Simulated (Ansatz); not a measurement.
# HBrO (triplet): the correlation ladder at distance Br1–H2 along a hydrogen transfer = 1.569 Å, cc-pVDZ

How much of the correlation energy of HBrO (triplet) does each wave-function method recover here?

The runs use Ansatz 0.2.0, Gaussian basis; cc-pVDZ, core rule «outside noble gas», up to 15 orbitals frozen.

Plan: UHF; CCSD(T) on ROHF; CCSD(T) on UHF; BCCD(T) on ROHF; CISD; CCSDT(Q) on ROHF; CCSDT(Q) on UHF; CASSCF and MRCISD+Q, 4 electrons in 4 orbitals; CASSCF and NEVPT2, 4 electrons in 4 orbitals; CASSCF and MRCISD+Q, 14 electrons in 9 orbitals; CASSCF and NEVPT2, 14 electrons in 9 orbitals.

8 further runs of the same task are left out: 1 for a mislabelled method, 4 that didn't finish, 3 set aside as unsound or not needed.

## Step 1: The geometry

The geometry derives from fragments relaxed apart (PBE0/def2-TZVP) and kept rigid, so it is no stationary point. A hydrogen atom is moved between rigid fragments. No spin-orbit coupling is included. The filled d shell of Br may be among the frozen orbitals whatever the setting's name suggests; the logs give the count.

3 atoms, charge 0, spin multiplicity 3.

Atoms are counted from 1 here; the program's logs count them from 0.

Bond lengths: Br1–H2 1.569 Å, H2–O3 1.189 Å. Angles: Br1–H2–O3 180.0°.

## Step 2: UHF

File in.yaml:

```yaml
crystal:
  periodic: [false, false, false]
  atoms:
    - {symbol: Br, position_ang: [0.000000, 0.000000, -1.442333]}
    - {symbol: H, position_ang: [0.000000, 0.000000, 0.126667]}
    - {symbol: O, position_ang: [0.000000, 0.000000, 1.315667]}
basis:
  gaussian: {orbitals: cc-pVDZ}
magnetization: {spin_polarized: true, initial_magnetization: 2}
hamiltonian: {xc: hf}
output: {orbitals: {seedname: orbitals}}
```

Launch:

```bash
> ansatz run in.yaml --threads 1 --pin off --events-out ev --progress --plain --max-ram 2393MiB
```

The runs that follow: CCSD(T) on ROHF; CCSD(T) on UHF; BCCD(T) on ROHF; CISD; CCSDT(Q) on ROHF; CCSDT(Q) on UHF; CASSCF and MRCISD+Q, 4 electrons in 4 orbitals; CASSCF and NEVPT2, 4 electrons in 4 orbitals; CASSCF and MRCISD+Q, 14 electrons in 9 orbitals; CASSCF and NEVPT2, 14 electrons in 9 orbitals.

**Question.** What will the summary of the whole plan be? Wanted: UCCSDT(Q) below the RHF energy; RMP2 from UCCSDT(Q); UMP2 from UCCSDT(Q); RCCSD from UCCSDT(Q); RCCSD(T) from UCCSDT(Q); UCCSD(T) from UCCSDT(Q); RCCSDT(Q) from UCCSDT(Q); NEVPT2 pair from UCCSDT(Q); MRCISD+Q pair from UCCSDT(Q).

The runs gave:

```
                         quantity                                                   value
   UCCSDT(Q) below the RHF energy                                              -8.1752 eV
              RMP2 from UCCSDT(Q)                                             +1049.6 meV
              UMP2 from UCCSDT(Q)                                             +1048.1 meV
             RCCSD from UCCSDT(Q)                                              +182.6 meV
          RCCSD(T) from UCCSDT(Q)                                               +35.5 meV
          UCCSD(T) from UCCSDT(Q)                                               +33.2 meV
         RCCSDT(Q) from UCCSDT(Q)                                                +1.8 meV
       NEVPT2 pair from UCCSDT(Q)                                              +866.8 meV
     MRCISD+Q pair from UCCSDT(Q)                                               +67.8 meV
    NEVPT2 valence from UCCSDT(Q)                                             +1887.7 meV
levels within 1 kcal/mol (43 meV)  RCCSD(T), UCCSD(T), BCCD(T), RCCSDT, UCCSDT, RCCSDT(Q)
                    T1 diagnostic                                                   0.040
   effectively unpaired electrons                                                    2.00
```

In words: RCCSD(T) lands +35.5 meV from the yardstick (0.4 % of the correlation energy). One determinant dominates. Of the multireference levels listed MRCISD+Q pair comes nearest in total energy (+67.8 meV), which doesn't show that its space is the better one. Coupled cluster took another determinant than the lowest Hartree-Fock one. These misses are within one basis, not against nature; the frozen cores of restricted and unrestricted runs differ, which can shift their rows.
